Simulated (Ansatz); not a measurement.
# Ge2Sb2Te5 (Cm) in Ansatz: reference runs

Reference runs on Ge2Sb2Te5: the cell as given and a disturbed copy.

Everything below comes from runs of Ansatz 0.2.0. Logs are shortened: lines on timing, memory, paths and dates and some standing lists are left out, and cuts for length are marked.

**1. The crystal as given**

The structure is monoclinic, space group Cm (No. 8). The conventional cell has a = 13.678 Å, b = 6.132 Å, c = 9.672 Å, α = 90.00°, β = 134.93°, γ = 90.00°. Around Te (site symmetry m) lie 2 Ge at 2.85 to 3.19 Å and 3 Sb at 3.07 to 3.14 Å. Around Te (site symmetry m) lie 2 Sb at 2.95 to 3.20 Å and 3 Ge at 3.07 to 3.08 Å. Te (site symmetry m) has 3 Ge at 2.82 to 3.07 Å and 2 Sb at 3.14 to 3.19 Å as nearest neighbours. Te (site symmetry m) is surrounded by 2 Ge at 2.95 to 3.00 Å and 2 Sb at 3.02 to 3.06 Å. Te (site symmetry m) is surrounded by 3 Sb at 2.98 to 3.07 Å and 2 Ge at 3.05 to 3.20 Å. Around Sb (site symmetry m) lie 6 Te at 2.95 to 3.19 Å. Around Sb (site symmetry m) lie 6 Te at 2.98 to 3.20 Å. Ge (site symmetry m) has 6 Te at 2.82 to 3.19 Å as nearest neighbours.

The cell comes from a database or a generator and needn't be the stable form of this composition.

**2. Single point, PBE**

File input.yaml:

```yaml
crystal:
  lattice:
    - [6.839136, -3.066006, 0.0]
    - [6.839136, 3.066006, 0.0]
    - [-6.830977, 0.0, 6.847609]
  atoms:
    - { symbol: Te, position: [0.594702, 0.594702, 0.386433] }
    - { symbol: Te, position: [0.795288, 0.795288, 0.196112] }
    - { symbol: Te, position: [0.008324, 0.008324, 0.006435] }
    - { symbol: Te, position: [0.206519, 0.206519, 0.809803] }
    - { symbol: Te, position: [0.399959, 0.399959, 0.597118] }
    - { symbol: Sb, position: [0.901708, 0.901708, 0.587873] }
    - { symbol: Sb, position: [0.11187, 0.11187, 0.417352] }
    - { symbol: Ge, position: [0.284287, 0.284287, 0.18783] }
    - { symbol: Ge, position: [0.497343, 0.497343, 0.011044] }
hamiltonian:
  xc: pbe
  pseudopotentials: { kind: paw }
kpoints:
  mp_grid: { grid: [5, 5, 4] }
scf:
  occupations: { method: fermi_dirac, width: 0.05 }
output:
  forces: true
  stress: true
  eigenvalues: true
```

Potentials or basis: Ansatz PAW.

Command:

```sh
$ ansatz run input.yaml --threads 4 --pin off --max-ram 11264MiB --backend cpu --events-out ev --progress --plain --runs-dir out
```

Standard output:

```text
Warning: RAYON_NUM_THREADS=4 ignored (pool sized by the plan → 4); use --threads N
Engine: ansatz 0.2.0, x86_64-unknown-linux-gnu
Pseudopotentials: kind: paw
Pseudopotential: Te, paw, valence charge 16, recommended cutoff 420 eV (normal), Te.paw.azcp
Pseudopotential: Sb, paw, valence charge 15, recommended cutoff 420 eV (normal), Sb.paw.azcp
Pseudopotential: Ge, paw, valence charge 14, recommended cutoff 420 eV (normal), Ge.paw.azcp
Functional definition: PBE
  parameter kappa = 0.804
  parameter beta = 0.06672455060314922
  exchange = pbe_x(kappa = kappa, mu = beta*pi^2/3)
  correlation = pbe_c(beta = beta)
Crystal: 9 atoms, lattice volume = 287.173 Å³
Basis set: ecut = 420 eV, 5631 PW (Γ), exchange–correlation on 108×108×144 points (8 copies of the dense FFT grid, shifted against one another)
Bands: 83, of which v1, the nominal top of the filled ones, is band 69 counted from 1 (68 counted from 0)
Symmetry: 2 space group operations
Space group: Cm (ITA 8), of the structure as read, at distance tolerance 6.6e-5 Å
k-points: 33 of 100 (time reversal used)
Non-local potential: Te, projectors of the file, l = 0: 2, l = 1: 2, l = 2: 2, l = 3: 2
Non-local potential: Sb, projectors of the file, l = 0: 2, l = 1: 2, l = 2: 2, l = 3: 2
Non-local potential: Ge, projectors of the file, l = 0: 2, l = 1: 2, l = 2: 3, l = 3: 1
PAW form: soft (Blöchl's): semilocal exchange-correlation on the pseudo side does not see the compensation charge
PAW one-centre angular grid: Te, 590 points (default); XC on 64 Gauss nodes
PAW one-centre angular grid: Sb, 590 points (default); XC on 64 Gauss nodes
PAW one-centre angular grid: Ge, 590 points (default); XC on 64 Gauss nodes
Initial density: superposition of atomic densities (neutral atoms: chi_scale 0, normalization atom), corrected by the library's trained network
Initial wavefunctions: pseudopotential atomic-orbital guess
Functional: x = pbe(κ = 0.804, μ = 0.2195149727645171), c = pbe(β = 0.06672455060314922)
SCF iter   1: F=—  HF=-56459.289156 eV  |F-HF|=—  |Δ(HF+E_count)|=         —  Δρ=1.76e-3  dr2=3.00e-2  ethr=1.77e-3  ⟨swp⟩=6.4  Hψ=10381  notcnv=0  defer=28
preconditioner: auto → Resta (q_TF=auto, 2.415 Å⁻¹)  ε∞=4.4  [insulator: Δε(μ)=0.299 eV  Ē_g=8.191 eV  σ=0.050 eV  W_gap=0.90  n_scr=62 (ndim 8)  ℏωp=15.2 eV  f_vac=0.052  D(μ)=0.33/eV (n_scr^D=0)  ε∞_Penn≈4.4]
SCF iter   2: F=—  HF=-56459.279640 eV  |F-HF|=—  |Δ(HF+E_count)|=   9.52e-3  Δρ=7.85e-4  dr2=2.74e-3  ethr=2.17e-5  ⟨swp⟩=2.0  Hψ=4091  notcnv=0  defer=125
SCF iter   3: F=—  HF=-56459.279667 eV  |F-HF|=—  |Δ(HF+E_count)|=   2.77e-5  Δρ=3.20e-4  dr2=3.62e-4  ethr=1.98e-6  ⟨swp⟩=2.3  Hψ=3919  notcnv=0  defer=93
automatic band count: iteration 3 solves 82 bands in place of 83: the levels show a gap, and the empty bands left out lie too high to hold charge; the band table lists the bands solved (type scf.n_extra_bands for more)
SCF iter   4: F=—  HF=-56459.279755 eV  |F-HF|=—  |Δ(HF+E_count)|=   8.75e-5  Δρ=9.46e-5  dr2=3.24e-5  ethr=2.62e-7  ⟨swp⟩=2.0  Hψ=3691  notcnv=0  defer=93
SCF iter   5: F=—  HF=-56459.279844 eV  |F-HF|=—  |Δ(HF+E_count)|=   8.90e-5  Δρ=3.37e-5  dr2=3.78e-6  ethr=2.35e-8  ⟨swp⟩=2.0  Hψ=3699  notcnv=0  defer=93
SCF iter   6: F=—  HF=-56459.279844 eV  |F-HF|=—  |Δ(HF+E_count)|=   1.29e-7  Δρ=1.44e-5  dr2=6.95e-7  ethr=2.74e-9  ⟨swp⟩=2.0  Hψ=3695  notcnv=0  defer=93
SCF iter   7: F=-56459.279844 eV  HF=-56459.279844 eV  |F-HF|=4.38e-8  |Δ(HF+E_count)|=   4.53e-7  Δρ=3.54e-6  dr2=5.29e-8  ethr=7.25e-11  ⟨swp⟩=9.2  Hψ=13606  notcnv=0
SCF 1 converged in 7 iterations: F = -56459.279844 eV  dr2 = 5.29e-8
SCF converged after 7 iterations
Free energy (F): -56459.279844 eV
Harris-Foulkes:  -56459.279844 eV  (|F-HF|=4.38e-8)
Internal energy: -56459.274724 eV  (E = F + TS)
E sigma→0 (E₀):  -56459.277284 eV
Entropy (-TS):   -0.005120 eV (-0.569 meV/atom)
Fermi energy:    8.140137 eV
--- Per-component energies (eV) ---
  E_band       = -2036.494267
  E_kinetic    = 1529.506742
  E_local      = -15142.163465  (includes V_loc(G=0)·N_el)
  E_nonlocal   = -1.331990
  E_hartree    = 7953.227774
  E_xc         = -1046.525532
  E_vxc        = -837.781712  (∫ρ·V_xc dr)
  E_paw        = -36489.404956  (= ΣΔE_a)
  E_vpaw       = -3491.183192  (= ΣTr[D̂ρ^β])
  E_aug_tail   = -0.000378  (compensation charges beyond the density's cutoff)
  E_ewald      = -13262.582920
  E_smearing   = -0.005120  (= −TS)
  E_closure    = 0.000000  (closes the sum)
  Σ components = -56459.279844   (vs F -56459.279844, Δ=0.00e0)
--- Forces (eV/Å), atoms counted from 1 ---
  atom   1  Te     0.02209913     0.00000000     0.07465241
  atom   2  Te    -0.00141614     0.00000000    -0.03519890
  atom   3  Te    -0.00933816     0.00000000     0.02332455
  atom   4  Te     0.05193732     0.00000000    -0.04877541
  atom   5  Te     0.10048659     0.00000000    -0.01421207
  atom   6  Sb     0.04236440     0.00000000    -0.12855207
  atom   7  Sb    -0.03179796     0.00000000     0.05593762
  atom   8  Ge    -0.19359661     0.00000000    -0.02953120
  atom   9  Ge     0.01926036     0.00000000     0.10236395
  max |Σ_I F_I| component: 8.88e-6 eV/Å
--- Stress (GPa, compression-positive) ---
        0.098587       0.000000      -0.103537
        0.000000      -0.338041       0.000000
       -0.103537       0.000000       0.003434
  P = ⅓ Tr σ = -0.0787 GPa (-0.787 kbar)
--- Band table (eV; the first three rows and the last of 33) ---
  k-point 0: bands = ["-28.6655", "-28.6508", "-28.6255", "-28.6098", "-28.5943", "-28.5776", "-28.5763", "-28.5682", "-28.5153", "-28.5143", "-28.4978", "-28.4933", "-28.4823", "-28.4731", "-28.4723", "-28.4091", "-28.4064", "-28.3810", "-28.3744", "-28.3716", "-28.2477", "-28.2431", "-28.0929", "-28.0888", "-28.0444", "-21.3334", "-21.3307", "-21.3301", "-21.3255", "-21.3193", "-21.3177", "-21.3152", "-21.3142", "-21.3127", "-21.3112", "-16.5760", "-16.5698", "-16.5639", "-16.5622", "-16.5609", "-16.5585", "-16.5562", "-16.5410", "-16.5381", "-16.5356", "-4.6163", "-2.8367", "-2.6992", "-2.5532", "-2.3377", "-0.9620", "-0.4263", "0.2044", "2.2315", "3.3383", "3.7627", "3.7853", "3.8534", "4.2145", "4.4960", "4.5795", "5.4264", "6.3974", "6.5922", "6.6265", "7.2493", "7.5464", "7.6288", "7.6399", "9.0900", "9.3885", "10.4797", "10.5241", "11.5007", "11.8706", "12.0970", "12.1856", "12.6962", "12.8299", "12.8795", "12.9613", "13.2373"]
  k-point 1: bands = ["-28.6655", "-28.6508", "-28.6255", "-28.6098", "-28.5943", "-28.5776", "-28.5763", "-28.5682", "-28.5153", "-28.5143", "-28.4978", "-28.4933", "-28.4823", "-28.4731", "-28.4723", "-28.4091", "-28.4064", "-28.3809", "-28.3744", "-28.3716", "-28.2477", "-28.2431", "-28.0929", "-28.0888", "-28.0444", "-21.3334", "-21.3307", "-21.3301", "-21.3255", "-21.3193", "-21.3177", "-21.3152", "-21.3143", "-21.3127", "-21.3112", "-16.5760", "-16.5698", "-16.5639", "-16.5622", "-16.5609", "-16.5585", "-16.5562", "-16.5410", "-16.5381", "-16.5356", "-4.4848", "-3.2153", "-2.7384", "-2.5254", "-2.3251", "-0.8769", "-0.1177", "0.4023", "1.9525", "3.1839", "3.2373", "3.7013", "3.7505", "4.4951", "5.0924", "5.4158", "5.5057", "5.9138", "6.3295", "6.5226", "7.0504", "7.4239", "7.5483", "7.7389", "9.2309", "9.8875", "10.2756", "10.3196", "11.0563", "11.2993", "11.4637", "11.9131", "12.5359", "12.7510", "12.9765", "13.1097", "13.1123"]
  k-point 2: bands = ["-28.6655", "-28.6508", "-28.6255", "-28.6098", "-28.5943", "-28.5776", "-28.5763", "-28.5682", "-28.5153", "-28.5143", "-28.4978", "-28.4933", "-28.4823", "-28.4731", "-28.4723", "-28.4091", "-28.4064", "-28.3809", "-28.3744", "-28.3716", "-28.2477", "-28.2430", "-28.0929", "-28.0888", "-28.0444", "-21.3334", "-21.3307", "-21.3301", "-21.3255", "-21.3193", "-21.3177", "-21.3152", "-21.3143", "-21.3127", "-21.3112", "-16.5760", "-16.5698", "-16.5639", "-16.5622", "-16.5609", "-16.5585", "-16.5562", "-16.5410", "-16.5381", "-16.5356", "-4.2678", "-3.6232", "-2.7228", "-2.5151", "-2.3697", "-0.8013", "0.1551", "0.7802", "1.4482", "2.9673", "3.0770", "3.7057", "4.2807", "4.6085", "4.7914", "5.3737", "5.5335", "6.0251", "6.4509", "6.7147", "7.3112", "7.3502", "7.4264", "7.7446", "8.7417", "9.5086", "9.8812", "10.6040", "10.8205", "10.8863", "11.7807", "11.9271", "12.4145", "12.5548", "12.7899", "13.1288", "13.1496"]
  k-point 32: bands = ["-28.6654", "-28.6508", "-28.6255", "-28.6097", "-28.5943", "-28.5776", "-28.5763", "-28.5682", "-28.5153", "-28.5143", "-28.4978", "-28.4933", "-28.4823", "-28.4731", "-28.4723", "-28.4090", "-28.4064", "-28.3809", "-28.3744", "-28.3716", "-28.2477", "-28.2431", "-28.0929", "-28.0888", "-28.0444", "-21.3341", "-21.3305", "-21.3300", "-21.3256", "-21.3193", "-21.3178", "-21.3157", "-21.3145", "-21.3123", "-21.3109", "-16.5761", "-16.5698", "-16.5639", "-16.5622", "-16.5609", "-16.5586", "-16.5562", "-16.5410", "-16.5381", "-16.5355", "-4.0912", "-3.6177", "-2.7342", "-2.6099", "-2.4064", "-0.8375", "-0.3302", "0.6206", "1.0757", "3.0659", "3.7508", "4.3180", "4.4951", "4.5524", "5.2634", "5.4721", "5.9039", "6.1627", "6.3813", "6.5347", "7.3168", "7.4984", "7.5775", "7.7187", "8.5894", "9.3269", "10.1102", "10.1886", "10.3868", "10.5545", "11.0820", "11.6439", "11.8815", "11.9306", "12.5199", "12.8290", "12.9493"]
```

Run time: 15 s. Hardware: 4 threads of AMD EPYC 7R13 (Zen 3), shared host; peak memory 1.2 GiB.

Results:

| Quantity | Value |
| --- | --- |
| Free energy | -56459.2798 eV |
| Pressure | -0.1 GPa |
| Largest force | 0.196 eV/Å |
| Band gap on the k mesh | 0.26 eV, indirect (least direct gap 0.33 eV) |

Forces on the atoms (eV/Å):
```
Te   0.022  0.000  0.075
Te  -0.001  0.000 -0.035
Te  -0.009  0.000  0.023
Te   0.052  0.000 -0.049
Te   0.100  0.000 -0.014
Sb   0.042  0.000 -0.129
Sb  -0.032  0.000  0.056
Ge  -0.194  0.000 -0.030
Ge   0.019  0.000  0.102
```

Stress tensor (GPa, compression positive):
```
 0.10  0.00 -0.10
 0.00 -0.34  0.00
-0.10  0.00  0.00
```

Caveat: odd divisions of the mesh miss points on the zone boundary, where band edges often lie, so the gap on the mesh can be too wide; spin-orbit coupling is left out, which moves the levels of the heavy elements. A k mesh can miss the band edges.

**3. Single point, PBE (atoms moved at random, drawn with an rms of 0.05 Å)**

File input.yaml:

```yaml
crystal:
  lattice:
    - [6.839136, -3.066006, 0.0]
    - [6.839136, 3.066006, 0.0]
    - [-6.830977, 0.0, 6.847609]
  atoms:
    - { symbol: Te, position: [0.598148, 0.586877, 0.379458] }
    - { symbol: Te, position: [0.796383, 0.7958, 0.198903] }
    - { symbol: Te, position: [0.008326, 0.010666, 0.01025] }
    - { symbol: Te, position: [0.210418, 0.215754, 0.820569] }
    - { symbol: Te, position: [0.398253, 0.401926, 0.598775] }
    - { symbol: Sb, position: [0.906793, 0.906575, 0.593417] }
    - { symbol: Sb, position: [0.114159, 0.113226, 0.424877] }
    - { symbol: Ge, position: [0.289485, 0.284396, 0.195087] }
    - { symbol: Ge, position: [0.501196, 0.500425, 0.008241] }
hamiltonian:
  xc: pbe
  pseudopotentials: { kind: paw }
kpoints:
  mp_grid: { grid: [5, 5, 4] }
scf:
  occupations: { method: fermi_dirac, width: 0.05 }
output:
  forces: true
  stress: true
  eigenvalues: true
```

Potentials or basis: Ansatz PAW.

Command:

```sh
$ ansatz run input.yaml --threads 4 --pin off --max-ram 11264MiB --backend cpu --events-out ev --progress --plain --runs-dir out
```

Standard output:

```text
Warning: RAYON_NUM_THREADS=4 ignored (pool sized by the plan → 4); use --threads N
[... 1 set-up line as earlier in the session ...]
[... 76 lines left out ...]
  k-point 1: bands = ["-28.7068", "-28.6921", "-28.6712", "-28.6266", "-28.6244", "-28.5717", "-28.5548", "-28.5317", "-28.5135", "-28.5094", "-28.5009", "-28.4886", "-28.4879", "-28.4754", "-28.4740", "-28.3757", "-28.3737", "-28.3474", "-28.3439", "-28.3399", "-28.2736", "-28.2692", "-28.1173", "-28.1114", "-28.0670", "-21.3384", "-21.3346", "-21.3332", "-21.3308", "-21.3254", "-21.3183", "-21.3170", "-21.3151", "-21.3145", "-21.3132", "-16.5625", "-16.5567", "-16.5567", "-16.5503", "-16.5431", "-16.5425", "-16.5391", "-16.5379", "-16.5349", "-16.5322", "-4.4835", "-3.2283", "-2.7261", "-2.5357", "-2.3225", "-0.8650", "-0.1422", "0.3688", "1.9716", "3.1984", "3.2384", "3.6960", "3.7666", "4.4778", "5.0776", "5.4130", "5.5192", "5.9083", "6.3254", "6.5267", "7.0507", "7.4126", "7.5704", "7.7406", "9.2046", "9.9102", "10.2451", "10.3155", "11.0634", "11.2134", "11.4633", "11.9137", "12.5328", "12.7765", "12.9944", "13.1064", "13.2187"]
  k-point 2: bands = ["-28.7068", "-28.6921", "-28.6712", "-28.6266", "-28.6244", "-28.5717", "-28.5548", "-28.5317", "-28.5135", "-28.5093", "-28.5009", "-28.4886", "-28.4879", "-28.4754", "-28.4740", "-28.3757", "-28.3737", "-28.3474", "-28.3439", "-28.3399", "-28.2736", "-28.2692", "-28.1173", "-28.1114", "-28.0670", "-21.3384", "-21.3346", "-21.3332", "-21.3308", "-21.3254", "-21.3183", "-21.3170", "-21.3151", "-21.3145", "-21.3132", "-16.5625", "-16.5567", "-16.5567", "-16.5503", "-16.5431", "-16.5425", "-16.5391", "-16.5379", "-16.5349", "-16.5322", "-4.2574", "-3.6451", "-2.7093", "-2.5319", "-2.3652", "-0.8040", "0.1544", "0.7612", "1.4418", "2.9655", "3.0870", "3.7222", "4.3160", "4.5226", "4.7829", "5.3920", "5.5432", "6.0269", "6.4756", "6.7295", "7.2988", "7.3817", "7.4068", "7.7470", "8.7244", "9.4728", "9.8490", "10.6006", "10.7929", "10.8513", "11.7715", "11.9706", "12.4182", "12.5747", "12.8413", "13.1935", "13.2221"]
  k-point 50: bands = ["-28.7065", "-28.6921", "-28.6712", "-28.6266", "-28.6244", "-28.5714", "-28.5548", "-28.5317", "-28.5134", "-28.5094", "-28.5009", "-28.4886", "-28.4879", "-28.4754", "-28.4740", "-28.3756", "-28.3737", "-28.3474", "-28.3439", "-28.3399", "-28.2736", "-28.2692", "-28.1173", "-28.1114", "-28.0670", "-21.3391", "-21.3349", "-21.3327", "-21.3315", "-21.3255", "-21.3183", "-21.3172", "-21.3156", "-21.3140", "-21.3131", "-16.5627", "-16.5568", "-16.5567", "-16.5502", "-16.5432", "-16.5426", "-16.5391", "-16.5379", "-16.5350", "-16.5322", "-3.6405", "-3.4633", "-3.0079", "-2.8807", "-2.4802", "-1.0348", "-0.7968", "0.2894", "0.7756", "4.1007", "4.4324", "4.6537", "5.0419", "5.2167", "5.3080", "5.7657", "5.9398", "6.3519", "6.6725", "6.7560", "6.9446", "7.3150", "7.6117", "7.8640", "8.3482", "8.7751", "9.1895", "9.2857", "9.9255", "10.3733", "10.7189", "10.9146", "11.4241", "11.7378", "12.1138", "12.1509", "12.7680"]
```

It took 25 s on 4 threads of AMD EPYC 7R13 (Zen 3), shared host; peak memory 1.4 GiB.

What came out:

- Free energy: -56459.2568 eV
- Pressure: -0.1 GPa
- Largest force: 0.226 eV/Å
- Band gap on the k mesh: 0.28 eV, indirect (least direct gap 0.33 eV)

Forces on the atoms (eV/Å):
```
Te   0.055  0.075  0.193
Te   0.077  0.010 -0.031
Te   0.039 -0.020 -0.022
Te  -0.025  0.004 -0.224
Te   0.125 -0.032 -0.016
Sb  -0.018  0.001 -0.069
Sb  -0.017 -0.014  0.031
Ge  -0.195 -0.003 -0.060
Ge  -0.041 -0.020  0.197
```

Caveat: odd divisions of the mesh miss points on the zone boundary, where band edges often lie, so the gap on the mesh can be too wide; spin-orbit coupling is left out, which moves the levels of the heavy elements. A k mesh can miss the band edges.
